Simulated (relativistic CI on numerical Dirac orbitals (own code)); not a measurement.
# Ni⁺: M2,3 absorption multiplets

Wanted: the shape of the M2,3 absorption spectrum of Ni⁺ in 4 surroundings, from the same atomic integrals.

Method: Dirac-Coulomb-Breit CI, KLI orbitals optimised for each configuration, model QED (radiative potential, 1s self-energy scaled to tabulated hydrogen-like ionisation energies), valence Slater integrals scaled by 0.8, multiplet model of core-to-valence dipole absorption in a parametric crystal field. Code: relativistic CI on numerical Dirac orbitals (own code) version 1.

### Step 1. The atom as given

- ion: Ni⁺ (Ni II)
- nuclear charge: 28
- electrons: 27
- configurations: [Ar] 3d9 → [Ne] 3s2 3p5 3d10
- magnetising field for the dichroism, Lz and Sz: exchange field 10 meV on Sz; these come from the lowest magnetised state alone (0 K)
- temperature of the isotropic spectrum: 300 K
- widths: Lorentz 1.2 eV, Gauss 0.3 eV
- surrounding 1: Oh, 10Dq = 14300 cm⁻¹
- surrounding 2: Oh, 10Dq = 17300 cm⁻¹
- surrounding 3: Oh, 10Dq = 20300 cm⁻¹
- surrounding 4: Oh, 10Dq = 23300 cm⁻¹

### Step 2. Surrounding 1: Oh, 10Dq = 14300

Settings of the run:

```ini
atom Ni  Z=28  charge=1  electrons=27
nucleus A=58  rms_radius_fm=3.7757
hamiltonian dirac-coulomb  breit=on  qed=on  c_scale=1
orbitals kli  potential=per-configuration
slater_scale 0.8
correlation none
mixing on
configurations
  [Ar] 3d9
  [Ne] 3s2 3p5 3d10
end
absorption M2,3 T=300 lorentz=1.2 gauss=0.3
crystal_field Oh 10Dq=14300
```

### Step 3. Surrounding 2: Oh, 10Dq = 17300

The settings differ from step 2 so:

```diff
@@ -12,2 +12,2 @@
 absorption M2,3 T=300 lorentz=1.2 gauss=0.3
-crystal_field Oh 10Dq=14300
+crystal_field Oh 10Dq=17300
```

### Step 4. Surrounding 3: Oh, 10Dq = 20300

The settings differ from step 3 so:

```diff
@@ -12,2 +12,2 @@
 absorption M2,3 T=300 lorentz=1.2 gauss=0.3
-crystal_field Oh 10Dq=17300
+crystal_field Oh 10Dq=20300
```

### Step 5. Surrounding 4: Oh, 10Dq = 23300

The settings differ from step 4 so:

```diff
@@ -12,2 +12,2 @@
 absorption M2,3 T=300 lorentz=1.2 gauss=0.3
-crystal_field Oh 10Dq=20300
+crystal_field Oh 10Dq=23300
```

(Steps that only read results are left out.)

Before running it: what results should come out? Wanted: highest peak, first run; ground spin; core spin-orbit splitting.

As calculated:

| surrounding | ground S | Lz (0 K) | Sz (0 K) | centroid (eV) | share of the lower edge | up to four highest peaks (% of the highest), eV |
| --- | --- | --- | --- | --- | --- | --- |
| 1: Oh | 0.50 | -0.15 | -0.50 | 70.66 | - | 70.0 (100), 72.2 (46) |
| 2: Oh | 0.50 | -0.13 | -0.50 | 70.89 | - | 70.2 (100), 72.2 (48) |
| 3: Oh | 0.50 | -0.11 | -0.50 | 71.13 | - | 70.5 (100), 72.5 (49) |
| 4: Oh | 0.50 | -0.10 | -0.50 | 71.36 | - | 70.8 (100), 72.8 (50) |

| quantity | value |
| --- | --- |
| highest peak, first run | 70.0 eV |
| ground spin (effective S from ⟨S²⟩) | 0.50 |
| core spin-orbit splitting (without Breit) | 2.14 eV |

In words: The position of the maximum differs by up to 0.8 eV between the surroundings, by shifts of peaks or by peaks exchanging rank. Edge positions are free-ion values and differ from those in solids by a few eV or more.
